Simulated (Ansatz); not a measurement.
# CH7SSbSi: the cost of one run

Computed with Ansatz 0.2.0, Gaussian basis. Level: functionals in def2-TZVPP, the program's frozen cores in correlated methods.

The runs, in order: PBE-D4, r2SCAN-D4, PBE0-D4, B3LYP-D4, ωB97X-V, ωB97M-V, B2PLYP; CCSD(T)/def2-TZVPP; MP2/def2-QZVPP; extrapolation to the limit.

## Step 1: The geometry

An earlier PBE0-D4 in a triple-zeta def2 set relaxation fixed the geometry. Sb takes the def2 core potential; no spin-orbit term is included.

11 atoms, charge 0, spin multiplicity 1.

Atoms are counted from 1 here; the program's logs count them from 0.

Bond lengths: C1–Si2 1.871 Å, C1–H5 1.092 Å, C1–H6 1.092 Å, C1–H7 1.092 Å, Si2–Sb3 2.578 Å, Si2–H8 1.490 Å, Si2–H9 1.491 Å, Sb3–S4 2.439 Å, Sb3–H10 1.713 Å, S4–H11 1.344 Å. Angles: Si2–C1–H5 110.8°, Si2–C1–H6 110.9°, Si2–C1–H7 110.0°, H5–C1–H6 108.3°, H5–C1–H7 108.5°, H6–C1–H7 108.3°, C1–Si2–Sb3 109.0°, C1–Si2–H8 110.7°, C1–Si2–H9 111.2°, Sb3–Si2–H8 108.2°, Sb3–Si2–H9 109.4°, H8–Si2–H9 108.3°, Si2–Sb3–S4 92.2°, Si2–Sb3–H10 92.1°, S4–Sb3–H10 96.4°, Sb3–S4–H11 96.7°.

## Step 2: PBE-D4 (GGA)

in.yaml reads:

```yaml
crystal:
  periodic: [false, false, false]
  atoms:
    - {symbol: C, position_ang: [-1.040174, 1.328613, -0.393602]}
    - {symbol: Si, position_ang: [-0.214586, 0.211605, 0.859745]}
    - {symbol: Sb, position_ang: [2.155546, -0.371243, 0.030830]}
    - {symbol: S, position_ang: [1.283782, -1.731226, -1.795904]}
    - {symbol: H, position_ang: [-2.073391, 1.537002, -0.106385]}
    - {symbol: H, position_ang: [-0.509502, 2.279470, -0.477103]}
    - {symbol: H, position_ang: [-1.043905, 0.850847, -1.375823]}
    - {symbol: H, position_ang: [-0.977725, -1.058762, 1.016419]}
    - {symbol: H, position_ang: [-0.124995, 0.870508, 2.193844]}
    - {symbol: H, position_ang: [2.305938, -1.647386, 1.162942]}
    - {symbol: H, position_ang: [0.304412, -2.326429, -1.094363]}
basis:
  gaussian: {orbitals: def2-TZVPP}
hamiltonian: {xc: pbe, dispersion: d4}
output: {forces: true, orbitals: {seedname: orbitals}}
```

Command:

```sh
> ansatz run in.yaml --threads 4 --pin off --events-out ev --progress --plain --max-ram 10444MiB
```

What time and memory should one allow on 4 threads of Arm Neoverse V1, shared host?

About 3.3 s, with a peak of 0.38 GiB.
